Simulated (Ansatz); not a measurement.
**C₂H₆GeSi: one species, many methods**

An exercise on one series of results from a longer session: the logs are not shown, and one member is left open.

Method: functionals in def2-TZVPP, the program's frozen cores in correlated methods; program: Ansatz 0.2.0, Gaussian basis.

The runs, in order: LDA (SPW92), PBE-D4, revPBE-D4, BLYP-D4, r2SCAN-D4, B97M-V, PBE0-D4, B3LYP-D4, r2SCANh-D4, r2SCAN0-D4, HSE06-D4, BHLYP-D4, CAM-B3LYP-D4, LC-ωPBE, ωB97X-V, ωB97M-V, B2PLYP, PBE-QIDH; CCSD(T)/def2-SVP; CCSD(T)/def2-TZVPP; MP2/def2-QZVPP; extrapolation to the limit; RPA on PBE.

**The geometry**

An earlier PBE0-D4 in a triple-zeta def2 set relaxation fixed the geometry.

SMILES `[SiH3]C#[C][GeH3]`, 10 atoms, charge 0, spin multiplicity 1.

Atoms are counted from 1 here; the program's logs count them from 0.

Bond lengths: Si1–C2 1.823 Å, Si1–H5 1.484 Å, Si1–H6 1.484 Å, Si1–H7 1.484 Å, C2–C3 1.213 Å, C3–Ge4 1.902 Å, Ge4–H8 1.533 Å, Ge4–H9 1.533 Å, Ge4–H10 1.533 Å. Angles: C2–Si1–H5 109.4°, C2–Si1–H6 109.4°, C2–Si1–H7 109.3°, H5–Si1–H6 109.6°, H5–Si1–H7 109.6°, H6–Si1–H7 109.6°, Si1–C2–C3 179.9°, C2–C3–Ge4 179.8°, C3–Ge4–H8 108.6°, C3–Ge4–H9 108.6°, C3–Ge4–H10 108.5°, H8–Ge4–H9 110.4°, H8–Ge4–H10 110.4°, H9–Ge4–H10 110.4°.

As a file:

```
Si   -1.1955    1.6645   -1.3468
C    -0.3075    0.4254   -0.3469
C     0.2857   -0.3987    0.3174
Ge    1.2209   -1.6871    1.3573
H    -2.0052    0.9742   -2.3807
H    -2.0864    2.4606   -0.4673
H    -0.2130    2.5623   -2.0025
H     0.7559   -3.0858    0.9369
H     0.9054   -1.4425    2.8372
H     2.7229   -1.5241    1.0982
```

The first run:

File in.yaml:

```yaml
crystal:
  periodic: [false, false, false]
  atoms:
    - {symbol: Si, position_ang: [-1.195462, 1.664498, -1.346818]}
    - {symbol: C, position_ang: [-0.307495, 0.425381, -0.346914]}
    - {symbol: C, position_ang: [0.285719, -0.398714, 0.317392]}
    - {symbol: Ge, position_ang: [1.220909, -1.687097, 1.357329]}
    - {symbol: H, position_ang: [-2.005245, 0.974227, -2.380688]}
    - {symbol: H, position_ang: [-2.086352, 2.460623, -0.467262]}
    - {symbol: H, position_ang: [-0.212986, 2.562255, -2.002524]}
    - {symbol: H, position_ang: [0.755857, -3.085839, 0.936943]}
    - {symbol: H, position_ang: [0.905398, -1.442516, 2.837231]}
    - {symbol: H, position_ang: [2.722857, -1.524118, 1.098212]}
basis:
  gaussian: {orbitals: def2-TZVPP}
hamiltonian: {xc: lda}
output: {orbitals: {seedname: orbitals}}
```

Started as:

```console
$ ansatz run in.yaml --threads 4 --pin off --events-out ev --progress --plain --max-ram 10444MiB
```

Steps of the session up to this table: LDA; PBE-D4 (GGA); revPBE-D4 (GGA); BLYP-D4 (GGA); r2SCAN-D4 (meta-GGA); B97M-V (meta-GGA); PBE0-D4 (hybrid); B3LYP-D4 (hybrid); r2SCANh-D4 (hybrid); r2SCAN0-D4 (hybrid); HSE06-D4 (hybrid); BHLYP-D4 (hybrid); CAM-B3LYP-D4 (range-separated); LC-ωPBE (range-separated); ωB97X-V (range-separated); ωB97M-V (range-separated); B2PLYP (double hybrid); PBE-QIDH (double hybrid).

One of the session's tables, all rows but one given; the rest of the session is left out.

It belongs to the step «Frontier levels by functional». 

| functional | HOMO (eV) | gap (eV) |
| --- | --- | --- |
| LDA (SPW92) | -7.03 | 5.51 |
| PBE-D4 | -6.91 | 5.56 |
| revPBE-D4 | -6.86 | 5.58 |
| BLYP-D4 | ? | ? |
| r2SCAN-D4 | -7.16 | 6.00 |
| B97M-V | -7.22 | 5.99 |
| PBE0-D4 | -8.09 | 7.64 |
| B3LYP-D4 | -7.84 | 7.21 |
| r2SCANh-D4 | -7.60 | 6.76 |
| r2SCAN0-D4 | -8.26 | 7.91 |
| HSE06-D4 | -7.69 | 6.86 |
| BHLYP-D4 | -9.11 | 9.68 |
| CAM-B3LYP-D4 | -9.40 | 10.08 |
| LC-ωPBE | -10.82 | 12.60 |
| ωB97X-V | -10.43 | 12.11 |
| ωB97M-V | -10.29 | 11.83 |

**Question.** Estimate the row for BLYP-D4.

Worked estimate for «HOMO (eV)». Against the share of exact exchange, B3LYP-D4 (0.2, -7.84), BHLYP-D4 (0.5, -9.11) give a slope of -4.23 per unit share; at 0 the line stands at -6.99.

The run gave: HOMO (eV): -6.74; gap (eV): 5.55. In «HOMO (eV)» the line misses by -0.25.
